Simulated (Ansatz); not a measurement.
# Ho2PbC: a closer look at a trial structure

The task, for Ho2PbC: compute bands, density of states and charges.

Method: DFT PBE, scalar-relativistic, plane waves, PAW; 4f electrons in the core of a trivalent norm-conserving potential, in Ansatz 0.2.0.

1 further run of the same task is left out (set aside as unsound or not needed). Runs told in other sessions of the task aren't counted.

## Step 1: The starting structure

Symmetry: I4/mmm, No. 139, tetragonal system. The conventional cell has a = 5.709 Å, b = 5.709 Å, c = 6.510 Å, α = 90.00°, β = 90.00°, γ = 90.00°. Around Ho (site symmetry mmm) lie 2 Pb at 2.85 Å and 2 C at 2.85 Å and 2 Ho at 3.26 Å. Pb (site symmetry 4/mmm) is surrounded by 4 Ho at 2.85 Å and 2 C at 3.26 Å. Around C (site symmetry 4/mmm) lie 4 Ho at 2.85 Å and 2 Pb at 3.26 Å.

Coordinates:

```
CELL_PARAMETERS angstrom
-2.85456 2.85456 3.25514
2.85456 -2.85456 3.25514
2.85456 2.85456 -3.25514
ATOMIC_POSITIONS crystal
Ho 0.50000 0.00000 0.50000
Ho 0.00000 0.50000 0.50000
Pb 0.50000 0.50000 0.00000
C 0.00000 0.00000 0.00000
```

The cell was relaxed beforehand at this level, from a generated guess; it is a trial structure. At a tolerance of 0.05 Å it has space group I4/mmm (No. 139); it has 26.52 Å³/atom, an uncorrected energy of +1.04 eV/atom over the elements.

## Step 2: Bands, states and charges

Input file input.yaml:

```yaml
crystal:
  lattice:
    - [-2.8545600592, 2.8545600592, 3.2551378349]
    - [2.8545600592, -2.8545600592, 3.2551378349]
    - [2.8545600592, 2.8545600592, -3.2551378349]
  atoms:
    - { symbol: Ho, position: [0.5, 0.0, 0.5] }
    - { symbol: Ho, position: [0.0, 0.5, 0.5] }
    - { symbol: Pb, position: [0.5, 0.5, 0.0] }
    - { symbol: C, position: [0.0, 0.0, 0.0] }
basis:
  ecutwfc: 690
kpoints:
  mp_grid: { grid: [12, 12, 12] }
  band_path:
    path:
      - [[0.0, 0.0, 0.0], [0.0, 0.0, 0.5], [0.25, 0.25, 0.25], [0.0, 0.5, 0.0], [0.0, 0.0, 0.0], [0.5, 0.5, -0.5], [0.44225587, 0.55774413, -0.44225587]]
      - [[-0.44225587, 0.44225587, 0.44225587], [0.0, 0.0, 0.0]]
      - [[0.0, 0.0, 0.5], [-0.38451174, 0.38451174, 0.5]]
      - [[0.5, 0.5, -0.38451174], [0.5, 0.5, -0.5]]
    npoints: 14
hamiltonian:
  xc: pbe
  pseudopotentials:
    kind: paw
    azcp: { Ho: "pseudopotentials/pbe/nc/lanthanide_3plus/Ho.nc.azcp" }
scf:
  occupations: { method: gaussian, width: 0.1 }
  n_extra_bands: 10
output:
  forces: true
  stress: true
  eigenvalues: true
  populations: true
  dos: { projected: true, de: 0.02, nscf_kmesh: { grid: [15, 15, 15] } }
  bader: true
```

Run with:

```bash
ansatz run input.yaml --threads 1 --pin off --max-ram 2560MiB --backend cpu --events-out ev --progress --plain --runs-dir out
```

## Step 3: Bands, states and charges

input.yaml, as its differences from that of step 2:

```diff
@@ -14,9 +14,2 @@
   mp_grid: { grid: [12, 12, 12] }
-  band_path:
-    path:
-      - [[0.0, 0.0, 0.0], [0.0, 0.0, 0.5], [0.25, 0.25, 0.25], [0.0, 0.5, 0.0], [0.0, 0.0, 0.0], [0.5, 0.5, -0.5], [0.44225587, 0.55774413, -0.44225587]]
-      - [[-0.44225587, 0.44225587, 0.44225587], [0.0, 0.0, 0.0]]
-      - [[0.0, 0.0, 0.5], [-0.38451174, 0.38451174, 0.5]]
-      - [[0.5, 0.5, -0.38451174], [0.5, 0.5, -0.5]]
-    npoints: 14
 hamiltonian:
@@ -35,2 +28,2 @@
   dos: { projected: true, de: 0.02, nscf_kmesh: { grid: [15, 15, 15] } }
-  bader: true
+  bader: false
```

What does the calculation give? Wanted: gap; states at the Fermi level.

The runs gave:

```
                 quantity                 value
                      gap          none (metal)
states at the Fermi level  5.60 per eV per cell
```

In words: There is no gap at this level. Of the projected weight within 0.25 eV of the Fermi level, the largest part is Ho 5d (52 %) and C 2p (27 %). Spin-orbit coupling is left out, which matters for the bands of Ho, Pb. The lanthanide's 4f electrons sit in the core of its potential, so it is trivalent by construction and shows no f bands or moments.

No U or exact exchange acts on the 4f shell of Ho, so a metallic reading can be the functional's.
